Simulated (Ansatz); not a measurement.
**CH₅O₂Y: up Jacob's ladder to CCSD(T)**

One table from this session's results is given with a row withheld; the runs are named, their logs left out.

Program: Ansatz 0.2.0, Gaussian basis. Level of theory: functionals in def2-TZVPP, the program's frozen cores in correlated methods. These are calculated values, not measurements.

The runs, in order: LDA (SPW92), PBE-D4, revPBE-D4, BLYP-D4, r2SCAN-D4, B97M-V, PBE0-D4, B3LYP-D4, r2SCANh-D4, r2SCAN0-D4, HSE06-D4, BHLYP-D4, CAM-B3LYP-D4, LC-ωPBE, ωB97X-V, ωB97M-V, B2PLYP, PBE-QIDH; CCSD(T)/def2-SVP; CCSD(T)/def2-TZVPP; MP2/def2-QZVPP; extrapolation to the limit; RPA on PBE.

1 further run of the same task is left out (for a known fault of the program).

### The relaxed structure

The geometry comes from an earlier relaxation with PBE0-D4 in a triple-zeta def2 set; it is a stationary point, not always the lowest conformer. Y takes the def2 core potential; no spin-orbit term is included.

SMILES `[CH3][Y]([OH])[OH]`, 9 atoms, charge 0, spin multiplicity 1.

Atoms are counted from 1 here; the program's logs count them from 0.

Bond lengths: C1–Y2 2.378 Å, C1–H5 1.100 Å, C1–H6 1.098 Å, C1–H7 1.098 Å, Y2–O3 2.021 Å, Y2–O4 2.021 Å, O3–H8 0.952 Å, O4–H9 0.952 Å. Angles: Y2–C1–H5 111.1°, Y2–C1–H6 113.5°, Y2–C1–H7 113.7°, H5–C1–H6 105.5°, H5–C1–H7 105.7°, H6–C1–H7 106.8°, C1–Y2–O3 115.7°, C1–Y2–O4 115.6°, O3–Y2–O4 125.8°, Y2–O3–H8 171.8°, Y2–O4–H9 171.9°.

The first run:

in.yaml reads:

```yaml
crystal:
  periodic: [false, false, false]
  atoms:
    - {symbol: C, position_ang: [0.064086, 1.129921, -1.255230]}
    - {symbol: Y, position_ang: [0.112123, -0.295472, 0.647752]}
    - {symbol: O, position_ang: [1.495689, -1.767688, 0.606812]}
    - {symbol: O, position_ang: [-1.545989, -0.264738, 1.802268]}
    - {symbol: H, position_ang: [-0.558051, 0.701128, -2.054691]}
    - {symbol: H, position_ang: [-0.364723, 2.120024, -1.049915]}
    - {symbol: H, position_ang: [1.051134, 1.298314, -1.705542]}
    - {symbol: H, position_ang: [2.053764, -2.538432, 0.647310]}
    - {symbol: H, position_ang: [-2.308044, -0.383058, 2.361237]}
basis:
  gaussian: {orbitals: def2-TZVPP}
hamiltonian: {xc: lda}
output: {orbitals: {seedname: orbitals}}
```

Started as:

```bash
> ansatz run in.yaml --threads 4 --pin off --events-out ev --progress --plain --max-ram 10444MiB
```

Among the steps run: LDA; PBE-D4 (GGA); revPBE-D4 (GGA); BLYP-D4 (GGA); r2SCAN-D4 (meta-GGA); B97M-V (meta-GGA); PBE0-D4 (hybrid); B3LYP-D4 (hybrid); r2SCANh-D4 (hybrid); r2SCAN0-D4 (hybrid); HSE06-D4 (hybrid); BHLYP-D4 (hybrid); CAM-B3LYP-D4 (range-separated); LC-ωPBE (range-separated); ωB97X-V (range-separated); ωB97M-V (range-separated); B2PLYP (double hybrid); PBE-QIDH (double hybrid).

One of the session's tables, all rows but one given; the rest of the session is left out.

It belongs to the step «Frontier levels by functional». 

| functional | HOMO (eV) | LUMO (eV) | gap (eV) |
| --- | --- | --- | --- |
| LDA (SPW92) | -5.16 | -2.43 | 2.73 |
| PBE-D4 | -4.99 | -2.25 | 2.74 |
| revPBE-D4 | -4.92 | -2.14 | 2.78 |
| BLYP-D4 | -4.87 | -2.30 | 2.57 |
| r2SCAN-D4 | -5.19 | -1.77 | 3.41 |
| B97M-V | -5.26 | -2.09 | 3.16 |
| PBE0-D4 | -6.23 | -1.49 | 4.74 |
| B3LYP-D4 | -6.01 | -1.85 | 4.16 |
| r2SCANh-D4 | -5.66 | -1.54 | 4.12 |
| r2SCAN0-D4 | -6.38 | -1.20 | 5.18 |
| HSE06-D4 | ? | ? | ? |
| BHLYP-D4 | -7.38 | -0.99 | 6.39 |
| CAM-B3LYP-D4 | -7.61 | -0.82 | 6.79 |
| LC-ωPBE | -8.98 | 0.36 | 9.34 |
| ωB97X-V | -8.62 | 0.18 | 8.80 |
| ωB97M-V | -8.51 | -0.30 | 8.21 |

Q: Estimate the row for HSE06-D4 from the others.

**Answer.** HOMO (eV): -5.83; LUMO (eV): -1.85; gap (eV): 3.98. In the column «HOMO (eV)» it lies between B3LYP-D4 (-6.01) and r2SCANh-D4 (-5.66).
